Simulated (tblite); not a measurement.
# C27H18N: the cost of one run

Computed with tblite 0.8.0 and PySCF 2.14.0 and routines of our own; the level stands in each step. Atoms count from 0.

## Step 1: The starting structure

46 atoms, charge 1, multiplicity 1; geometry from: force field, distance geometry or constructed start.

## Step 2: Optimising the geometry with GFN2-xTB

What the job is given:

```
{"job": {"kind": "relax", "xc": "GFN2-xTB", "basis": "xTB"}, "charge": 1, "multiplicity": 1}
C     -5.378500     1.400300    -0.023700
C     -4.570700     1.399900    -1.095400
C     -3.112500     1.349100    -1.071800
C     -2.347400     0.735800    -0.160900
C     -2.932100     0.021600     1.003200
C     -2.540800    -1.227200     1.325300
C     -1.691200    -2.083900     0.473500
C     -2.100900    -3.420500     0.341000
C     -1.455500    -4.291100    -0.541300
C     -0.406700    -3.826100    -1.312700
C      0.028000    -2.507900    -1.175700
C     -0.564400    -1.628400    -0.235200
C     -0.032800    -0.248000    -0.073800
C     -0.866400     0.871500    -0.232900
C     -0.306400     2.140300    -0.311900
C      1.069300     2.267800    -0.242400
C      1.919000     1.164000     0.005100
C      3.348500     1.291300     0.136800
C      4.072100     2.500400    -0.077400
C      5.463900     2.575500     0.070700
C      6.175900     1.454100     0.444000
C      5.505300     0.255500     0.667400
C      4.114900     0.177100     0.523500
C      3.463300    -1.028400     0.766600
C      2.100700    -1.118400     0.599600
N      1.320800    -0.090200     0.160000
C     -3.922700     0.674200     1.848900
C     -4.999100     1.319700     1.373700
H     -6.455400     1.487400    -0.196300
H     -5.015100     1.486300    -2.073900
H     -2.659600     1.872000    -1.916100
H     -2.984400    -1.719300     2.191800
H     -2.970800    -3.794900     0.886100
H     -1.805800    -5.315400    -0.646100
H      0.072000    -4.486200    -2.038900
H      0.842700    -2.169800    -1.822000
H     -0.925200     3.025900    -0.416200
H      1.473700     3.277100    -0.340000
H      3.575500     3.413000    -0.383500
H      5.975100     3.518300    -0.109400
H      7.258500     1.501700     0.564600
H      6.096900    -0.621500     0.969500
H      4.026700    -1.898200     1.101500
H      1.620900    -2.063400     0.851400
H     -3.779900     0.613800     2.928000
H     -5.701500     1.764900     2.073600
```

The run is started by

```sh
OMP_NUM_THREADS=2 python large_run.py task.json out
```

One launch serves the whole session: the jobs run in the order shown.

**Question.** How long does this first job take on 2 threads of Intel Xeon at 2.50GHz, shared host, and how much memory does it need?

About 22 s, with a peak of 0.19 GiB.
